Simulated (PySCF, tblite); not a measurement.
# B3H6N3O, a small molecule taken as a stand-in for a surface group (BN ring, B site): NMR shifts, core binding energies and electronic excitations, part 2 of 2

tblite 0.8.0 and PySCF 2.14.0. Atoms count from 0, parts from 1. Earlier steps stand in the parts before.

### 5 Core holes by ΔSCF: SCAN, X2C

The job: settings as JSON, then the geometry in Å.

```
{"job": {"kind": "xps", "holes": 5}, "charge": 0, "multiplicity": 1}
N     -0.617220     1.072221     0.195950
B      0.795101     1.241827     0.292354
N      1.620329     0.108382     0.034741
B      1.081201    -1.171023    -0.309790
N     -0.331358    -1.288203    -0.393532
B     -1.217863    -0.189241    -0.147060
O     -2.568065    -0.400673    -0.250837
H     -1.199080     1.879203     0.379967
H      1.272967     2.315170     0.583838
H      2.623652     0.212279     0.099723
H      1.804954    -2.117539    -0.521530
H     -0.744375    -2.180053    -0.634396
H     -3.099350     0.378444    -0.071933
```

Method: delta-SCF UKS SCAN, pcX-2 on the ionised atom, pcseg-1 elsewhere, spin-free X2C.

Log:

```text
ground state, core basis on atom 0 (N), 159 functions
  cycle   1  E = -317.77446328  |g| = 8.67e-01
  cycle   2  E = -317.55773169  |g| = 1.34e+00
  cycle   3  E = -317.92650088  |g| = 9.68e-02
  cycle   4  E = -317.92827795  |g| = 5.19e-02
  cycle   5  E = -317.92883127  |g| = 1.45e-02
  cycle   6  E = -317.92887125  |g| = 4.91e-03
  cycle   7  E = -317.92887573  |g| = 1.30e-03
  cycle   8  E = -317.92887751  |g| = 8.21e-04
  cycle   9  E = -317.92887884  |g| = 1.52e-04
  E(ground) = -317.94597221 Eh
hole in N 1s of atom 0
  cycle   1  E = -302.35483291  |g| = 1.87e+00
  cycle   2  E = -301.72416092  |g| = 2.06e+00
  cycle   3  E = -302.97789444  |g| = 4.56e-01
  cycle   4  E = -303.01229728  |g| = 3.29e-01
  cycle   5  E = -303.05721099  |g| = 4.74e-02
  cycle   6  E = -303.05778190  |g| = 2.70e-02
  cycle   7  E = -303.05810174  |g| = 6.35e-03
  cycle   8  E = -303.05812006  |g| = 2.50e-03
  cycle   9  E = -303.05812226  |g| = 1.32e-03
  cycle  10  E = -303.05812357  |g| = 5.95e-04
  cycle  11  E = -303.05812364  |g| = 1.70e-04
  E(ion) = -303.07408308 Eh   <S^2> = 0.7647   hole on atom = 1.000   binding energy = 404.685 eV
ground state, core basis on atom 1 (B), 159 functions
  cycle   1  E = -317.91110770  |g| = 4.98e-02
  cycle   2  E = -317.91106132  |g| = 2.74e-02
  cycle   3  E = -317.91119504  |g| = 1.52e-02
  cycle   4  E = -317.91125415  |g| = 2.82e-03
  cycle   5  E = -317.91125763  |g| = 6.07e-04
  cycle   6  E = -317.91125795  |g| = 2.12e-04
  E(ground) = -317.93164504 Eh
hole in B 1s of atom 1
  cycle   1  E = -310.30919608  |g| = 1.17e+00
  cycle   2  E = -308.48552790  |g| = 1.95e+00
  cycle   3  E = -310.47111313  |g| = 6.96e-01
  cycle   4  E = -310.68679517  |g| = 2.59e-01
  cycle   5  E = -310.70971609  |g| = 1.26e-01
  cycle   6  E = -310.71680616  |g| = 3.54e-02
  cycle   7  E = -310.71743415  |g| = 1.46e-02
  cycle   8  E = -310.71757509  |g| = 1.03e-02
  cycle   9  E = -310.71765334  |g| = 6.55e-03
  cycle  10  E = -310.71769716  |g| = 4.07e-03
  cycle  11  E = -310.71771382  |g| = 2.31e-03
  cycle  12  E = -310.71771644  |g| = 1.04e-03
  cycle  13  E = -310.71771755  |g| = 2.80e-04
  E(ion) = -310.73826713 Eh   <S^2> = 0.8072   hole on atom = 1.000   binding energy = 195.742 eV
ground state, core basis on atom 4 (N), 159 functions
  cycle   1  E = -317.92904290  |g| = 7.18e-02
  cycle   2  E = -317.92903437  |g| = 1.28e-02
  cycle   3  E = -317.92898532  |g| = 1.99e-02
  cycle   4  E = -317.92906730  |g| = 2.02e-03
  cycle   5  E = -317.92906947  |g| = 2.18e-04
  E(ground) = -317.94613978 Eh
hole in N 1s of atom 4
  cycle   1  E = -302.36328626  |g| = 1.87e+00
  cycle   2  E = -301.78876369  |g| = 2.03e+00
  cycle   3  E = -303.00063013  |g| = 4.16e-01
  cycle   4  E = -303.02911143  |g| = 2.85e-01
  cycle   5  E = -303.06537741  |g| = 4.43e-02
  cycle   6  E = -303.06599426  |g| = 2.27e-02
  cycle   7  E = -303.06621636  |g| = 5.73e-03
  cycle   8  E = -303.06623293  |g| = 1.79e-03
  cycle   9  E = -303.06623295  |g| = 1.23e-03
  cycle  10  E = -303.06623442  |g| = 5.02e-04
  cycle  11  E = -303.06623394  |g| = 1.43e-04
  E(ion) = -303.08200186 Eh   <S^2> = 0.7644   hole on atom = 1.000   binding energy = 404.474 eV
ground state, core basis on atom 5 (B), 159 functions
  cycle   1  E = -317.91461775  |g| = 5.34e-02
  cycle   2  E = -317.91454260  |g| = 3.73e-02
  cycle   3  E = -317.91479621  |g| = 1.62e-02
  cycle   4  E = -317.91484265  |g| = 6.53e-03
  cycle   5  E = -317.91485056  |g| = 6.31e-04
  cycle   6  E = -317.91485076  |g| = 2.33e-04
  E(ground) = -317.93498884 Eh
hole in B 1s of atom 5
  cycle   1  E = -310.28403972  |g| = 1.18e+00
  cycle   2  E = -308.91119542  |g| = 1.90e+00
  cycle   3  E = -310.51213506  |g| = 5.64e-01
  cycle   4  E = -310.63619720  |g| = 3.16e-01
  cycle   5  E = -310.67750382  |g| = 1.00e-01
  cycle   6  E = -310.68116503  |g| = 3.66e-02
  cycle   7  E = -310.68164642  |g| = 1.54e-02
  cycle   8  E = -310.68176012  |g| = 6.49e-03
  cycle   9  E = -310.68179084  |g| = 2.87e-03
  cycle  10  E = -310.68180118  |g| = 1.94e-03
  cycle  11  E = -310.68180669  |g| = 9.83e-04
  cycle  12  E = -310.68180819  |g| = 6.57e-04
  cycle  13  E = -310.68180824  |g| = 1.24e-04
  E(ion) = -310.70226530 Eh   <S^2> = 0.7826   hole on atom = 1.000   binding energy = 196.812 eV
ground state, core basis on atom 6 (O), 159 functions
  cycle   1  E = -317.94547305  |g| = 9.89e-02
  cycle   2  E = -317.94487992  |g| = 7.15e-02
  cycle   3  E = -317.94522103  |g| = 5.54e-02
  cycle   4  E = -317.94572938  |g| = 3.79e-03
  cycle   5  E = -317.94573282  |g| = 7.97e-04
  cycle   6  E = -317.94573252  |g| = 1.90e-04
  E(ground) = -317.96222627 Eh
hole in O 1s of atom 6
  cycle   1  E = -297.33559946  |g| = 2.22e+00
  cycle   2  E = -294.85824672  |g| = 2.60e+00
  cycle   3  E = -297.53483608  |g| = 1.09e+00
  cycle   4  E = -298.07827492  |g| = 3.89e-01
  cycle   5  E = -298.12296565  |g| = 2.00e-01
  cycle   6  E = -298.13895657  |g| = 6.90e-02
  cycle   7  E = -298.14108544  |g| = 1.44e-02
  cycle   8  E = -298.14116960  |g| = 4.52e-03
  cycle   9  E = -298.14117872  |g| = 1.30e-03
  cycle  10  E = -298.14117971  |g| = 9.11e-04
  cycle  11  E = -298.14117928  |g| = 2.71e-04
  E(ion) = -298.15896616 Eh   <S^2> = 0.7608   hole on atom = 1.000   binding energy = 538.874 eV
```

It took 35 s on 1 thread of Arm Neoverse V1, shared host; peak memory 0.63 GiB.

The holes in one table. −ε is the ground-state orbital energy:

| hole | stands for | environment | ΔSCF (eV) | −ε (eV) | ⟨S²⟩ |
| --- | --- | --- | --- | --- | --- |
| N1s on N0 | N0 | nitrogen bonded to 2 B, H | 404.68 | 385.6 | 0.765 |
| B1s on B1 | B1 | boron bonded to 2 N, H | 195.74 | 179.9 | 0.807 |
| N1s on N4 | N4 | nitrogen bonded to 2 B, H | 404.47 | 385.4 | 0.764 |
| B1s on B5 | B5 | boron bonded to 2 N, O | 196.81 | 180.7 | 0.783 |
| O1s on O6 | O6 | oxygen bonded to B, H | 538.87 | 516.8 | 0.761 |

### 6 Excited states and response: CAM-B3LYP/def2-SVPD

Settings changed since step 5:

```diff
@@ -1,2 +1,2 @@
-{"job": {"kind": "xps", "holes": 5}, "charge": 0, "multiplicity": 1}
+{"job": {"kind": "uv", "xc": "CAM-B3LYP", "basis": "def2-SVPD", "nstates": 6, "ntriplets": 2, "ip": true}, "charge": 0, "multiplicity": 1}
 N     -0.617220     1.072221     0.195950
```

With the program's defaults for keys left out, this is: TDDFT CAM-B3LYP/def2-SVPD, vertical, gas phase, core orbitals frozen in the response.

Log:

```text
coarse grid: 11256 points
cycle   1  E = -317.4261633387  dE =  1.162e+00  |g| = 7.797e-01  |ddm| = 9.044e+00
cycle   2  E = -317.4033714658  dE =  2.279e-02  |g| = 9.002e-01  |ddm| = 2.575e+00
cycle   3  E = -317.5553656701  dE = -1.520e-01  |g| = 6.669e-02  |ddm| = 1.556e+00
cycle   4  E = -317.5559243080  dE = -5.586e-04  |g| = 4.578e-02  |ddm| = 2.026e-01
cycle   5  E = -317.5563462887  dE = -4.220e-04  |g| = 7.066e-03  |ddm| = 9.381e-02
cycle   6  E = -317.5563568499  dE = -1.056e-05  |g| = 1.408e-03  |ddm| = 1.794e-02
cycle   7  E = -317.5563574043  dE = -5.544e-07  |g| = 3.853e-04  |ddm| = 6.981e-03
final grid: 110040 points
cycle   8  E = -317.6056939337  dE = -3.293e-05  |g| = 5.566e-03  |ddm| = 2.274e-01
cycle   9  E = -317.6056928173  dE =  1.116e-06  |g| = 6.257e-03  |ddm| = 2.980e-02
cycle  10  E = -317.6057006280  dE = -7.811e-06  |g| = 2.265e-04  |ddm| = 9.806e-03
cycle  11  E = -317.6057006388  dE = -1.086e-08  |g| = 1.823e-04  |ddm| = 1.601e-03
cycle  12  E = -317.6057006457  dE = -6.897e-09  |g| = 4.369e-05  |ddm| = 4.502e-04
cycle  13  E = -317.6057006461  dE = -4.202e-10  |g| = 1.140e-05  |ddm| = 1.120e-04
converged SCF energy = -317.6057006461

Static polarisability (au): isotropic 64.172, principal 45.041 71.564 75.911

Singlet excitations
state   eV       nm        f      main configurations
  1   6.8913    179.9   0.00046   H->L 0.76, H-1->L 0.12
  2   6.9677    177.9   0.04120   H->L+2 0.83, H-1->L+4 0.12
  3   7.2590    170.8   0.00142   H-1->L 0.71, H->L 0.10
  4   7.5779    163.6   0.00444   H->L+1 0.79
  5   7.9893    155.2   0.13585   H-1->L+2 0.91
  6   8.0366    154.3   0.00999   H-2->L+2 0.80

Triplet excitations (Tamm-Dancoff, eV): 6.4004 6.6692
Vertical ionisation energy (delta-SCF) = 9.8947 eV
```

Run time: 81 s. Hardware: 1 thread of Arm Neoverse V1, shared host; peak memory 0.98 GiB.

Frontier orbitals and where they lie:

| orbital | eV | atoms |
| --- | --- | --- |
| HOMO−3 | -11.19 | O6 37 %, N2 24 %, B1 8 % |
| HOMO−2 | -10.47 | B3 18 %, B1 17 %, H10 15 % |
| HOMO−1 | -9.58 | N0 39 %, N4 30 %, B3 8 % |
| HOMO | -9.11 | N2 35 %, N4 20 %, O6 12 % |
| LUMO | 0.56 | B5 40 %, O6 17 %, H12 12 % |
| LUMO+1 | 1.30 | B3 31 %, B1 24 %, H9 14 % |
| LUMO+2 | 1.40 | B1 29 %, B3 25 %, N2 13 % |

With each of the 6 states as a Gaussian band of 0.4 eV half-width at 1/e, the curve within the window shown has maxima at 178 nm (ε 1,700), 156 nm (ε 5,900) L/(mol cm). Beyond the last state computed it falls off for lack of states. The curve at chosen wavelengths:

```json
{"nm": "149", "ε (L/mol/cm)": "2824"}
{"nm": "151", "ε (L/mol/cm)": "4212"}
{"nm": "153", "ε (L/mol/cm)": "5376"}
{"nm": "155", "ε (L/mol/cm)": "5942"}
{"nm": "157", "ε (L/mol/cm)": "5761"}
{"nm": "159", "ε (L/mol/cm)": "4964"}
{"nm": "161", "ε (L/mol/cm)": "3866"}
{"nm": "162", "ε (L/mol/cm)": "3310"}
{"nm": "164", "ε (L/mol/cm)": "2347"}
{"nm": "166", "ε (L/mol/cm)": "1691"}
{"nm": "168", "ε (L/mol/cm)": "1364"}
{"nm": "170", "ε (L/mol/cm)": "1304"}
{"nm": "172", "ε (L/mol/cm)": "1410"}
{"nm": "174", "ε (L/mol/cm)": "1575"}
{"nm": "176", "ε (L/mol/cm)": "1707"}
{"nm": "178", "ε (L/mol/cm)": "1748"}
{"nm": "180", "ε (L/mol/cm)": "1677"}
{"nm": "182", "ε (L/mol/cm)": "1505"}
{"nm": "184", "ε (L/mol/cm)": "1266"}
{"nm": "185", "ε (L/mol/cm)": "1134"}
{"nm": "187", "ε (L/mol/cm)": "871"}
{"nm": "189", "ε (L/mol/cm)": "633"}
{"nm": "191", "ε (L/mol/cm)": "436"}
{"nm": "193", "ε (L/mol/cm)": "286"}
{"nm": "195", "ε (L/mol/cm)": "179"}
{"nm": "197", "ε (L/mol/cm)": "107"}
```

Ground-state properties from the same run:

| property | computed |
| --- | --- |
| dipole moment (D) | 1.46 |
| polarisability (Å³) | 9.51 |
| HOMO–LUMO gap (eV) | 9.68 |
| −ε(HOMO) (eV) | 9.11 |

### 7 Outcome

This closing draws on all 2 parts.

| quantity | value |
| --- | --- |
| point group | Cs |
| rotational constants (main isotopes) | 5.22, 2.47, 1.68 GHz |
| 1H shifts against TMS (PBE0/pcSseg-1) | 5.18, 4.70, 4.69, 4.66, 4.01, 2.55 ppm |
| 15N shifts against NH3 (PBE0/pcSseg-1) | 138.7, 122.2, 120.4 ppm |
| 11B shifts against BF3·OEt2 (PBE0/pcSseg-1) | 28.5, 28.5, 22.2 ppm |
| 17O shifts against H2O (PBE0/pcSseg-1) | 90.5 ppm |
| N1s binding energies, SCAN/pcX-2 (standing for 2 of 3 atoms) | N0 404.68, N4 404.47 eV |
| B1s binding energies, SCAN/pcX-2 (standing for 2 of 3 atoms) | B5 196.81, B1 195.74 eV |
| O1s binding energies, SCAN/pcX-2 | O6 538.87 eV |
| lowest singlet (CAM-B3LYP/def2-SVPD) | 6.89 eV (180 nm), f = 0.000 |
| brightest single state of those computed | state 5, 7.99 eV, f = 0.136 |
| lowest triplet | 6.40 eV |
| vertical ionisation energy (ΔSCF) | 9.89 eV |

What this shows: Over 5 steps the energy fell by 0.206 eV; of the close pairs, B3–H10 changed most, 1.151 to 1.210 Å (PBE0/def2-SVP). No frequency check was run at this level, so the end point may be a saddle. At PBE0/pcSseg-1: Shielding is most anisotropic at N2 (span 244 ppm, paramagnetic term -197 ppm). N0 (nitrogen bonded to 2 B, H) binds its N1s electron 0.21 eV more tightly than N4 (nitrogen bonded to 2 B, H). Only 2 of the 3 N atoms are covered by sound results. The B1s levels kept as sound span 1.07 eV, from B1 (boron bonded to 2 N, H) up to B5 (boron bonded to 2 N, O). Only 2 of the 3 B atoms are covered by sound results. The lowest singlet, at 6.89 eV, is HOMO→LUMO 0.76, HOMO−1→LUMO 0.12 and is dark; of the 6 states computed, the strongest absorption comes from state 5 at 7.99 eV. The lowest triplet lies 0.49 eV below the lowest singlet (triplets in Tamm-Dancoff, singlets in full TDDFT). ΔSCF puts the ionisation energy at 9.89 eV, 0.78 eV above −ε(HOMO). A capped cluster stands for the solid here, so long-range fields and strain are missing, and bands or shifts of the capping hydrogens have no counterpart in it.
